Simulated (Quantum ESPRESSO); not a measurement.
# CGeFH5 in Quantum ESPRESSO: reference runs, part 2 of 2

Quantum ESPRESSO 7.5. The steps go on from the part before.

## Step 3: Single point, PBE (atoms moved at random, drawn with an rms of 0.05 Å)

pw.in reads:

```
&CONTROL
  calculation = 'scf'
  prefix = 'pwscf'
  outdir = './tmp'
  pseudo_dir = './pseudo'
  tprnfor = .true.
  disk_io = 'nowf'
/
&SYSTEM
  ibrav = 0
  nat = 8
  ntyp = 4
  ecutwfc = 84
  nbnd = 22
  occupations = 'smearing'
  smearing = 'fd'
  degauss = 0.00367493
/
&ELECTRONS
  conv_thr = 1.6d-09
  electron_maxstep = 120
  mixing_beta = 0.5
/
ATOMIC_SPECIES
C     12.0110 C.upf
Ge    72.6300 Ge.upf
F     18.9984 F.upf
H      1.0080 H.upf
CELL_PARAMETERS angstrom
  12.0000000000    0.0000000000    0.0000000000
   0.0000000000   13.0000000000    0.0000000000
   0.0000000000    0.0000000000   12.0000000000
ATOMIC_POSITIONS crystal
C      0.4401920000    0.5724810000    0.4551400000
Ge     0.5297200000    0.4548160000    0.5053060000
F      0.6067970000    0.4956940000    0.6159980000
H      0.3895780000    0.5494480000    0.3886210000
H      0.4972350000    0.6383320000    0.4361140000
H      0.3901470000    0.5970720000    0.5253520000
H      0.6166590000    0.4212630000    0.4170050000
H      0.4585910000    0.3657220000    0.5501910000
K_POINTS gamma
```

Potentials or basis: PseudoDojo 0.4.1 SR PBE standard.

Run with:

```
$ OMP_NUM_THREADS=1 pw.x -in pw.in > pw.out
```

pw.out:

```text
This program is part of the open-source Quantum ESPRESSO suite
     for quantum simulation of materials; please cite
         "P. Giannozzi et al., J. Phys.:Condens. Matter 21 395502 (2009);
         "P. Giannozzi et al., J. Phys.:Condens. Matter 29 465901 (2017);
         "P. Giannozzi et al., J. Chem. Phys. 152 154105 (2020);
     in publications or presentations arising from this work. More details at

     gamma-point specific algorithms are used

     G-vector sticks info
     --------------------
     sticks:   dense  smooth     PW     G-vecs:    dense   smooth      PW
     Sum       14899   14899   3725              1313927  1313927  164175

     Using Slab Decomposition

     bravais-lattice index     =            0
     lattice parameter (alat)  =      22.6767  a.u.
     unit-cell volume          =   12632.8822 (a.u.)^3
     number of atoms/cell      =            8
     number of atomic types    =            4
     number of electrons       =        30.00
     number of Kohn-Sham states=           22
     kinetic-energy cutoff     =      84.0000  Ry
     charge density cutoff     =     336.0000  Ry
     scf convergence threshold =      1.6E-09
     mixing beta               =       0.5000
     number of iterations used =            8  plain     mixing
     Exchange-correlation= PBE
                           (   1   4   3   4   0   0   0)

     celldm(1)=  22.676713  celldm(2)=   0.000000  celldm(3)=   0.000000
     celldm(4)=   0.000000  celldm(5)=   0.000000  celldm(6)=   0.000000

     crystal axes: (cart. coord. in units of alat)
               a(1) = (   1.000000   0.000000   0.000000 )
               a(2) = (   0.000000   1.083333   0.000000 )
               a(3) = (   0.000000   0.000000   1.000000 )

     reciprocal axes: (cart. coord. in units 2 pi/alat)
               b(1) = (  1.000000  0.000000  0.000000 )
               b(2) = (  0.000000  0.923077  0.000000 )
               b(3) = (  0.000000  0.000000  1.000000 )

     PseudoPot. # 1 for C  read from file:
     C.upf
     Pseudo is Norm-conserving + core correction, Zval =  4.0
     Generated using ONCVPSP code by D. R. Hamann
     Using radial grid of 1248 points,  4 beta functions with:
                l(1) =   0
                l(2) =   0
                l(3) =   1
                l(4) =   1

     PseudoPot. # 2 for Ge read from file:
     Ge.upf
     Pseudo is Norm-conserving + core correction, Zval = 14.0
     Generated using ONCVPSP code by D. R. Hamann
     Using radial grid of 1560 points,  6 beta functions with:
                l(1) =   0
                l(2) =   0
                l(3) =   1
                l(4) =   1
                l(5) =   2
                l(6) =   2

     PseudoPot. # 3 for F  read from file:
     F.upf
     Pseudo is Norm-conserving + core correction, Zval =  7.0
     Generated using ONCVPSP code by D. R. Hamann
     Using radial grid of  832 points,  5 beta functions with:
                l(1) =   0
                l(2) =   0
                l(3) =   1
                l(4) =   1
                l(5) =   2

     PseudoPot. # 4 for H  read from file:
     H.upf
     Pseudo is Norm-conserving, Zval =  1.0
     Generated using ONCVPSP code by D. R. Hamann
     Using radial grid of 1166 points,  3 beta functions with:
                l(1) =   0
                l(2) =   0
                l(3) =   1

     atomic species   valence    mass     pseudopotential
     C                 4.00    12.01100     C ( 1.00)
     Ge               14.00    72.63000     Ge( 1.00)
     F                 7.00    18.99840     F ( 1.00)
     H                 1.00     1.00800     H ( 1.00)

     No symmetry found

   Cartesian axes

     site n.     atom                  positions (alat units)
         1        C      tau(   1) = (   0.4401920   0.6201877   0.4551400  )
         2        Ge     tau(   2) = (   0.5297200   0.4927173   0.5053060  )
         3        F      tau(   3) = (   0.6067970   0.5370018   0.6159980  )
         4        H      tau(   4) = (   0.3895780   0.5952353   0.3886210  )
         5        H      tau(   5) = (   0.4972350   0.6915263   0.4361140  )
         6        H      tau(   6) = (   0.3901470   0.6468280   0.5253520  )
         7        H      tau(   7) = (   0.6166590   0.4563682   0.4170050  )
         8        H      tau(   8) = (   0.4585910   0.3961988   0.5501910  )

     number of k points=     1  Fermi-Dirac smearing, width (Ry)=  0.0037
                       cart. coord. in units 2pi/alat
        k(    1) = (   0.0000000   0.0000000   0.0000000), wk =   2.0000000

     Dense  grid:   656964 G-vectors     FFT dimensions: ( 135, 144, 135)

     Initial potential from superposition of free atoms

     starting charge      29.9991, renormalised to      30.0000

     negative rho (up, down):  7.306E-05 0.000E+00
     Starting wfcs are   22 randomized atomic wfcs

     Self-consistent Calculation

     iteration #  1     ecut=    84.00 Ry     beta= 0.50
     Davidson diagonalization with overlap
     ethr =  1.00E-02,  avg # of iterations =  5.0

     negative rho (up, down):  2.267E-05 0.000E+00

     total energy              =    -245.69611121 Ry
     estimated scf accuracy    <       0.95371205 Ry

     iteration #  2     ecut=    84.00 Ry     beta= 0.50
     Davidson diagonalization with overlap
     ethr =  3.18E-03,  avg # of iterations =  2.0

     negative rho (up, down):  1.110E-05 0.000E+00

     total energy              =    -245.89052786 Ry
     estimated scf accuracy    <       0.12543362 Ry

     iteration #  3     ecut=    84.00 Ry     beta= 0.50
     Davidson diagonalization with overlap
     ethr =  4.18E-04,  avg # of iterations =  7.0

     negative rho (up, down):  1.258E-06 0.000E+00

     total energy              =    -245.90097197 Ry
     estimated scf accuracy    <       0.01510807 Ry

     iteration #  4     ecut=    84.00 Ry     beta= 0.50
     Davidson diagonalization with overlap
     ethr =  5.04E-05,  avg # of iterations = 13.0

     negative rho (up, down):  3.328E-07 0.000E+00

     total energy              =    -245.90233461 Ry
     estimated scf accuracy    <       0.00075016 Ry

     iteration #  5     ecut=    84.00 Ry     beta= 0.50
     Davidson diagonalization with overlap
     c_bands:  1 eigenvalues not converged
     ethr =  2.50E-06,  avg # of iterations = 20.0

     negative rho (up, down):  1.361E-07 0.000E+00

     total energy              =    -245.90245705 Ry
     estimated scf accuracy    <       0.00006349 Ry

     iteration #  6     ecut=    84.00 Ry     beta= 0.50
     Davidson diagonalization with overlap
     ethr =  2.12E-07,  avg # of iterations =  2.0

     total energy              =    -245.90246915 Ry
     estimated scf accuracy    <       0.00000756 Ry

     iteration #  7     ecut=    84.00 Ry     beta= 0.50
     Davidson diagonalization with overlap
     ethr =  2.52E-08,  avg # of iterations =  2.0

     total energy              =    -245.90246965 Ry
     estimated scf accuracy    <       0.00000055 Ry

     iteration #  8     ecut=    84.00 Ry     beta= 0.50
     Davidson diagonalization with overlap
     ethr =  1.84E-09,  avg # of iterations =  2.0

     total energy              =    -245.90246974 Ry
     estimated scf accuracy    <       0.00000003 Ry

     iteration #  9     ecut=    84.00 Ry     beta= 0.50
     Davidson diagonalization with overlap
     ethr =  8.94E-11,  avg # of iterations =  2.0

     total energy              =    -245.90246974 Ry
     estimated scf accuracy    <          4.4E-09 Ry

     iteration # 10     ecut=    84.00 Ry     beta= 0.50
     Davidson diagonalization with overlap
     ethr =  1.47E-11,  avg # of iterations =  2.0

     End of self-consistent calculation

          k = 0.0000 0.0000 0.0000 ( 82088 PWs)   bands (ev):

   -29.8516 -28.9588 -28.9409 -28.8750 -28.8716 -27.3889 -17.3262 -13.3868
   -10.4631 -10.0192  -9.5996  -9.2269  -9.1797  -7.5376  -7.2242  -0.4250
    -0.3691  -0.0581   0.4952   0.7355   0.8842   0.9847

     the Fermi energy is    -2.4948 ev

!    total energy              =    -245.90246974 Ry
     estimated scf accuracy    <          1.8E-10 Ry
     smearing contrib. (-TS)   =       0.00000000 Ry
     internal energy E=F+TS    =    -245.90246974 Ry

     The total energy is F=E-TS. E is the sum of the following terms:
     one-electron contribution =    -501.19378566 Ry
     hartree contribution      =     256.36147341 Ry
     xc contribution           =     -62.55458389 Ry
     ewald contribution        =      61.48442640 Ry

     convergence has been achieved in  10 iterations

     Forces acting on atoms (cartesian axes, Ry/au):

     atom    1 type  1   force =     0.07186986    0.02813137    0.05633603
     atom    2 type  2   force =    -0.03468931   -0.01193856   -0.06403851
     atom    3 type  3   force =     0.03946743    0.02354152    0.05831441
     atom    4 type  4   force =    -0.03672582   -0.00901860   -0.05577677
     atom    5 type  4   force =    -0.01896247   -0.02570779   -0.00769757
     atom    6 type  4   force =    -0.01567922    0.00181890    0.01054821
     atom    7 type  4   force =    -0.00412708   -0.00257836    0.00303528
     atom    8 type  4   force =    -0.00115340   -0.00424848   -0.00072108

     Total force =     0.161628     Total SCF correction =     0.000029

=------------------------------------------------------------------------------=
   JOB DONE.
=------------------------------------------------------------------------------=
```

Run time: 2.9 min. Hardware: 1 thread of Intel Xeon at 2.50GHz (Skylake/Cascade Lake), shared host; peak memory 0.93 GiB.

What came out:

- Free energy: -3345.6735 eV
- Largest force: 2.457 eV/Å
- Gap between the frontier levels: 6.80 eV

Forces on the atoms (eV/Å):
```
C    1.848  0.723  1.448
Ge  -0.892 -0.307 -1.646
F    1.015  0.605  1.499
H   -0.944 -0.232 -1.434
H   -0.488 -0.661 -0.198
H   -0.403  0.047  0.271
H   -0.106 -0.066  0.078
H   -0.030 -0.109 -0.019
```

Caveat: this is a molecule in a periodic box, so the gap is that between its Kohn-Sham HOMO and LUMO and the box isn't a crystal.
